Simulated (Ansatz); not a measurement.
# CH5AsSi (SMILES C=[SiH][AsH2]): functionals against CCSD(T) at one geometry

An exercise on one series of results from a longer session: the logs are not shown, and one member is left open.

The runs use Ansatz 0.2.0, Gaussian basis; single points in def2-TZVPP.

Correlated methods freeze the cores. Filled d shells of the heavier atoms are correlated.

## Starting geometry

SMILES `C=[SiH][AsH2]`, 8 atoms, charge 0, spin multiplicity 1.

Atoms are counted from 1 here; the program's logs count them from 0.

Bond lengths: C1–Si2 1.709 Å, C1–H4 1.063 Å, C1–H5 1.087 Å, Si2–As3 2.369 Å, Si2–H6 1.404 Å, As3–H7 1.452 Å, As3–H8 1.498 Å. Angles: Si2–C1–H4 121.9°, Si2–C1–H5 125.7°, H4–C1–H5 111.9°, C1–Si2–As3 121.7°, C1–Si2–H6 121.0°, As3–Si2–H6 116.4°, Si2–As3–H7 90.7°, Si2–As3–H8 89.3°, H7–As3–H8 93.1°.

As a file:

```xyz
8
charge 0, multiplicity 1
C    -1.0731    1.1185   -0.7445
Si    0.2114    0.5044    0.2001
As    1.1063   -1.6573   -0.1719
H    -1.6076    0.5080   -1.4317
H    -1.5236    2.1024   -0.6405
H     0.9304    1.3366    1.0729
H     1.8952   -1.5579    1.0425
H    -0.0700   -2.2474    0.5438
```

The first run:

The input, run/in.yaml:

```yaml
crystal:
  periodic: [false, false, false]
  atoms:
    - {symbol: C, position_ang: [-1.073100, 1.118500, -0.744500]}
    - {symbol: Si, position_ang: [0.211400, 0.504400, 0.200100]}
    - {symbol: As, position_ang: [1.106300, -1.657300, -0.171900]}
    - {symbol: H, position_ang: [-1.607600, 0.508000, -1.431700]}
    - {symbol: H, position_ang: [-1.523600, 2.102400, -0.640500]}
    - {symbol: H, position_ang: [0.930400, 1.336600, 1.072900]}
    - {symbol: H, position_ang: [1.895200, -1.557900, 1.042500]}
    - {symbol: H, position_ang: [-0.070000, -2.247400, 0.543800]}
basis:
  gaussian: {orbitals: def2-TZVPP}
correlation: {method: ccsd_t}
output: {forces: true}
```

No record of the launch command was kept for these runs.

Among the steps run: CCSD(T)/def2-TZVPP; PBE0-D4/def2-TZVPP; wB97M-V/def2-TZVPP; r2SCAN-D4/def2-TZVPP; PBE-D4/def2-TZVPP; LC-wPBE/def2-TZVPP; CAM-B3LYP-D4/def2-TZVPP.

One table of the session follows, with a row left open; its other results are not shown here.

```
      method  RMS force component (eV/Å)  angle to CCSD(T) forces (°)  dipole (D)
     CCSD(T)                       0.647                    reference        1.11
     PBE0-D4                       0.718                         12.4        1.24
     wB97M-V                       0.679                         16.9        1.32
   r2SCAN-D4                       0.693                         10.0        1.15
      PBE-D4                       0.772                         11.3        1.11
     LC-wPBE                       0.742                         24.4        1.46
CAM-B3LYP-D4                           ?                            ?           ?
```

**Question.** Estimate the row for CAM-B3LYP-D4.

As computed: RMS force component (eV/Å): 0.686; angle to CCSD(T) forces (°): 19.2; dipole (D): 1.34. In the column «RMS force component (eV/Å)» it lies between wB97M-V (0.679) and r2SCAN-D4 (0.693).
